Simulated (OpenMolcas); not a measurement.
# CH5InO2 (SMILES [CH3][In]([OH])[OH]): levels of theory compared

Aim: a comparison of 6 runs (HF/STO-3G, HF/def2-SVP, B2PLYP/def2-SVP, B3LYP/def2-SVP, PBE0/def2-SVP, SVWN5/def2-SVP) of CH5InO2. 

The results are computed with OpenMolcas 26.06.

## 1. The structure to begin with

CH5InO2 has 9 atoms, charge 0, and is taken as a singlet. SMILES: `[CH3][In]([OH])[OH]`. The shape is that of a PBE0-D4/def2-TZVP optimisation. This is one conformer, not always the lowest.

Bond lengths: C1–In2 2.127 Å, In2–O3 1.981 Å, In2–O4 1.993 Å, C1–H5 1.090 Å, C1–H6 1.090 Å, C1–H7 1.089 Å, O3–H8 0.961 Å, O4–H9 0.959 Å. Some angles: C1–In2–O3 124.7°, C1–In2–O4 129.1°, O3–In2–O4 106.2°, In2–C1–H5 109.8°, In2–C1–H6 109.5°, In2–C1–H7 109.4°, In2–O3–H8 111.0°, In2–O4–H9 114.4°, H5–C1–H6 109.0°, H5–C1–H7 109.7°.

## 2. Energy and forces at HF/STO-3G (run 1)

File job.inp:

```
* CH5InO2 Hartree-Fock
&GATEWAY
BasLib
$CurrDir
Coord
9
bohr
C     -0.16365028     1.73892598    -2.58174383
In     0.23224734    -0.63513695     0.63834948
O      2.72271740    -3.41284538     0.94656382
O     -1.69810790    -0.59129530     3.87129294
H     -2.12858751     1.75593352    -3.19892838
H      0.40081091     3.65907670    -2.09324963
H      1.03462505     1.03727067    -4.10032775
H      2.58042102    -4.23941159     2.55698842
H     -2.98028707     0.68729339     3.96105493
Basis
STO-3G
Group
NoSym
&SEWARD
&SCF
Thresholds
1e-10 1e-07 1e-07 1e-05
PrOrbitals
1 2
&ALASKA
```

The basis set STO-3G is read from a file made from the Basis Set Exchange's data (not shown).

On the command line:

```console
$ export MOLCAS_MEM=1860
$ pymolcas job.inp > job.log
```

Output:

```text
--- Start Module: gateway ---
[...]
--- Stop Module: gateway /rc=_RC_ALL_IS_WELL_ ---
[...]
      Basis functions           47
[...]
--- Start Module: scf ---
[...]
       Convergence after  14 Iterations
[...]
::    Total SCF energy                              -5870.8935818431
[...]
      Total spin, S                                     0.0000000000
[...]
      Total electronic charge=   76.000000
      Total            charge=   -0.000000
[...]
      Dipole Moment (debye):
      Origin of the operator (angstrom)=    0.1292   -0.3655    0.3762
                   X= -1.1201E+00               Y=  1.4745E+00               Z= -5.0293E-01           Total=  1.9188E+00
      Quadrupole Moment (debye*angstrom):
[...]
--- Stop Module: scf /rc=_RC_ALL_IS_WELL_ ---
[...]
--- Start Module: alaska ---
[...]
 *              Molecular gradients               *
 **************************************************
  Irreducible representation: a
 ------------------------------------------------------------------------------------------
                              X                       Y                       Z
 ------------------------------------------------------------------------------------------
  C1               -2.40938120585277E-03    1.51975407540217E-02   -2.15336571300444E-02
  IN2               1.21788958403357E-03    1.58545581540537E-02   -2.83877080744777E-02
  O3                1.38863119831996E-02   -3.81121555359059E-02    3.90827964597162E-02
  O4               -4.47827762859898E-02    2.92561280640431E-02    2.85050307637249E-02
  H5               -9.20173021502002E-03   -3.72111656094909E-03    2.88479654564222E-03
  H6                3.16672488240011E-03    5.49675949011696E-03    8.05002856835135E-03
  H7                6.83879654371511E-03   -8.10204224750755E-03   -1.07375741079618E-03
  H8                7.11928641479370E-03    1.19213247570240E-02   -3.19186003169873E-02
[...]
--- Stop Module: alaska /rc=_RC_ALL_IS_WELL_ ---
[...]
```

Run time: 9 s. Hardware: 1 thread of AMD EPYC 7R43 (Zen 3), shared host; peak memory 0.38 GiB.

## 3. Energy and forces at HF/def2-SVP (core potential) (run 2)

File job.input:

```
* CH5InO2 Hartree-Fock

&GATEWAY
 BASLIB
 $CurrDir
 COORD
 9
 bohr
 C     -0.16365028     1.73892598    -2.58174383
 In     0.23224734    -0.63513695     0.63834948
 O      2.72271740    -3.41284538     0.94656382
 O     -1.69810790    -0.59129530     3.87129294
 H     -2.12858751     1.75593352    -3.19892838
 H      0.40081091     3.65907670    -2.09324963
 H      1.03462505     1.03727067    -4.10032775
 H      2.58042102    -4.23941159     2.55698842
 H     -2.98028707     0.68729339     3.96105493
 BASIS
 def2-SVP
 GROUP
 NoSym

&SEWARD

&SCF
 THRESHOLDS
 1e-10 1e-07 1e-07 1e-05
 PRORBITALS
 1 2

&ALASKA
```

The basis set def2-SVP is read from a file made from the Basis Set Exchange's data (not shown).

On the command line:

```console
$ export MOLCAS_MEM=1860
$ pymolcas job.input > job.log
```

Output:

```text
--- Start Module: gateway ---
[...]
--- Stop Module: gateway /rc=_RC_ALL_IS_WELL_ ---
[...]
      Basis functions           93
[...]
--- Start Module: scf ---
[...]
       Convergence after  14 Iterations
[...]
::    Total SCF energy                               -379.5732539841
[...]
      Total spin, S                                     0.0000000000
[...]
      Total electronic charge=   48.000000
      Total            charge=   -0.000000
[...]
      Dipole Moment (debye):
      Origin of the operator (angstrom)=    0.1292   -0.3655    0.3762
                   X= -1.6620E+00               Y=  2.6191E+00               Z= -1.4452E+00           Total=  3.4221E+00
      Quadrupole Moment (debye*angstrom):
[...]
--- Stop Module: scf /rc=_RC_ALL_IS_WELL_ ---
[...]
--- Start Module: alaska ---
[...]
 *              Molecular gradients               *
 **************************************************
  Irreducible representation: a
 ------------------------------------------------------------------------------------------
                              X                       Y                       Z
 ------------------------------------------------------------------------------------------
  C1                1.33587405890068E-03   -3.56060457025276E-03    3.62439580282636E-03
  IN2              -2.47209276219285E-03    5.79903476390786E-03   -5.16956515403244E-03
  O3                2.12581803013201E-03    8.09854990009384E-03   -1.70673483062900E-02
  O4                1.39130084319898E-02   -1.60568220669397E-02    2.55679235250561E-03
  H5               -4.08978083587641E-04   -9.91393801787699E-04    1.41380509464883E-03
  H6                1.87169941449516E-04   -5.29943922195741E-04    1.49414348501320E-03
  H7                4.25265808218889E-04   -8.44445370158597E-04    5.58496451359414E-04
  H8               -4.38097799372900E-03   -5.06261054201218E-03    1.58778010177070E-02
[...]
--- Stop Module: alaska /rc=_RC_ALL_IS_WELL_ ---
[...]
```

Wall time 23 s (1 thread of AMD EPYC 7R43 (Zen 3), shared host); peak memory 0.5 GiB.

## 4. The energy at B2PLYP/def2-SVP (core potential) (run 3)

File job.inp:

```
* CH5InO2 Kohn-Sham DFT
>>> EXPORT MOLCAS_PRINT=2

&GATEWAY
  BASLIB = $CurrDir
  COORD
  9
  bohr
  C     -0.16365028     1.73892598    -2.58174383
  In     0.23224734    -0.63513695     0.63834948
  O      2.72271740    -3.41284538     0.94656382
  O     -1.69810790    -0.59129530     3.87129294
  H     -2.12858751     1.75593352    -3.19892838
  H      0.40081091     3.65907670    -2.09324963
  H      1.03462505     1.03727067    -4.10032775
  H      2.58042102    -4.23941159     2.55698842
  H     -2.98028707     0.68729339     3.96105493
  BASIS = def2-SVP
  GROUP = NoSym

&SEWARD
  GRIDINPUT
  Grid=UltraFine
  End of Grid

&SCF
  KSDFT = B2PLYP_SCF
  THRESHOLDS = 1e-10 1e-07 1e-07 1e-05
  PRORBITALS = 1 1

&MBPT2
  FROZEN = 7
```

The basis set def2-SVP is read from a file made from the Basis Set Exchange's data (not shown).

On the command line:

```console
$ export MOLCAS_MEM=1860
$ pymolcas job.inp > job.log
```

Output:

```text
--- Start Module: gateway ---
[...]
--- Stop Module: gateway /rc=_RC_ALL_IS_WELL_ ---
[...]
      Basis functions           93
[...]
--- Start Module: scf ---
[...]
       Convergence after  14 Iterations
[...]
::    Total KS-DFT energy                            -380.8996068286
[...]
      Total spin, S                                     0.0000000000
[...]
      Total electronic charge=   48.000000
      Total            charge=   -0.000000
[...]
      Dipole Moment (debye):
      Origin of the operator (angstrom)=    0.1292   -0.3655    0.3762
                   X= -1.5455E+00               Y=  2.4255E+00               Z= -1.3234E+00           Total=  3.1659E+00
      Quadrupole Moment (debye*angstrom):
[...]
--- Stop Module: scf /rc=_RC_ALL_IS_WELL_ ---
[...]
--- Start Module: mbpt2 ---
[...]
 ###    WARNING: MP2 implementation intended for RHF references only         ###
 ###############################################################################
MBPT2 WARNING: Reference function according to RunFile:KS-DFT
I'll assume you know what you're doing and continue
WARNING!
Default frozen orbitals as non valence orbitals is overwritten by user input.
Default values:   3
[...]
       Reference weight ( Cref**2 )         =        0.76130
::    Total MBPT2 energy                             -381.6676641738
[...]
      Total MBPT2 calculations                           0.82      1.03
--- Stop Module: mbpt2 /rc=_RC_ALL_IS_WELL_ ---
[...]
```

Wall time 49 s (1 thread of AMD EPYC 7R43 (Zen 3), shared host); peak memory 0.51 GiB.

Runs 4 to 5 aren't shown in full; the table further down has their settings and results.

## 5. Energy and forces at SVWN5/def2-SVP (core potential) (run 6)

File calc.input:

```
&GATEWAY
 BASLIB=$CurrDir
 COORD
 9
 angstrom
 C       -0.086600       0.920200      -1.366200
 In       0.122900      -0.336100       0.337800
 O        1.440800      -1.806000       0.500900
 O       -0.898600      -0.312900       2.048600
 H       -1.126400       0.929200      -1.692800
 H        0.212100       1.936300      -1.107700
 H        0.547500       0.548900      -2.169800
 H        1.365500      -2.243400       1.353100
 H       -1.577100       0.363700       2.096100
 BASIS=def2-SVP
 GROUP=NoSym

&SEWARD
 GRIDINPUT
 Grid=UltraFine
 End of Grid

&SCF
 KSDFT=SVWN5
 THRESHOLDS=1e-10 1e-07 1e-07 1e-05
 PRORBITALS=0

&ALASKA
```

The basis set def2-SVP is read from a file made from the Basis Set Exchange's data (not shown).

On the command line:

```console
$ export MOLCAS_MEM=1860
$ pymolcas calc.input > calc.log
```

Output:

```text
--- Start Module: gateway ---
[...]
--- Stop Module: gateway /rc=_RC_ALL_IS_WELL_ ---
[...]
      Basis functions           93
[...]
--- Start Module: scf ---
[...]
       Convergence after  22 Iterations
[...]
::    Total KS-DFT energy                            -379.7844417247
[...]
      Total spin, S                                     0.0000000000
[...]
      Total electronic charge=   48.000000
      Total            charge=   -0.000000
[...]
      Dipole Moment (debye):
      Origin of the operator (angstrom)=    0.1292   -0.3655    0.3762
                   X= -1.4196E+00               Y=  2.1205E+00               Z= -1.0292E+00           Total=  2.7516E+00
      Quadrupole Moment (debye*angstrom):
[...]
--- Stop Module: scf /rc=_RC_ALL_IS_WELL_ ---
[...]
--- Start Module: alaska ---
[...]
 *              Molecular gradients               *
 **************************************************
  Irreducible representation: a
 ------------------------------------------------------------------------------------------
                              X                       Y                       Z
 ------------------------------------------------------------------------------------------
  C1               -1.21222031460877E-03    7.08549546217263E-03   -9.43763735107872E-03
  IN2               1.84101697027717E-03   -3.60921248967827E-03    2.76061219386481E-03
  O3               -3.14611837293555E-03   -6.12413226955866E-03    1.55433340379290E-02
  O4               -1.12577131883675E-02    1.27769513848563E-02   -1.80287792095513E-03
  H5                1.15690018412629E-02    8.24696209092035E-04    2.82252987359488E-03
  H6               -3.72540435177537E-03   -1.06777148601553E-02   -3.95427332663989E-03
  H7               -7.45101131968617E-03    5.05896690552521E-03    8.26061684229540E-03
  H8                2.23386760338110E-03    6.56977570230799E-03   -1.47211028475205E-02
[...]
--- Stop Module: alaska /rc=_RC_ALL_IS_WELL_ ---
[...]
```

Wall time 68 s (1 thread of AMD EPYC 7R43 (Zen 3), shared host); peak memory 0.5 GiB.

## 6. Overview of the runs

```csv
run,level,task,frozen core orbitals,energy (Eh),dipole moment (D),HOMO energy (eV),LUMO energy (eV),wall time
1,HF/STO-3G,gradient,–,-5870.893582,1.92,-7.75,6.76,9 s
2,HF/def2-SVP (core potential),gradient,–,-379.573254,3.42,-11.33,2.03,23 s
3,B2PLYP/def2-SVP (core potential),energy,7,-381.106982,3.17,-9.27,0.46,49 s
4,B3LYP/def2-SVP (core potential),gradient,–,-381.628361,2.90,-7.37,-0.96,54 s
5,PBE0/def2-SVP (core potential),gradient,–,-381.350133,2.96,-7.70,-0.64,65 s
6,SVWN5/def2-SVP (core potential),gradient,–,-379.784442,2.75,-6.18,-1.74,68 s
```

## 7. Summary of results

| quantity | value |
| --- | --- |
| run 6: total energy | -379.78444 Eh |
| run 6: dipole moment | 2.75 D |
| run 6: HOMO energy | -6.18 eV |
| run 6: LUMO energy | -1.74 eV |
| run 6: HOMO–LUMO gap | 4.45 eV |
| run 6: largest force on an atom | 0.881 eV/Å |

**Reading.** The dipole moment (its size) runs from 1.92 D (HF/STO-3G) to 3.42 D (HF/def2-SVP). The two ends differ in basis and core potential. The HOMO–LUMO gap runs from 4.45 eV (SVWN5/def2-SVP) to 14.51 eV (HF/STO-3G). The two ends differ in method and basis and core potential. For B2PLYP the log adds the whole second-order term; the table takes 0.27 of it, as the functional is defined. Totals of different functionals can't be ranked against each other. Some runs of one species differ in core potentials or relativity; totals across that change don't compare. In run 1 the basis is minimal, so the values are rough. In run 1 relativity is left out where basis or elements ask for it. All runs together took 4.5 min, the longest 68 s.
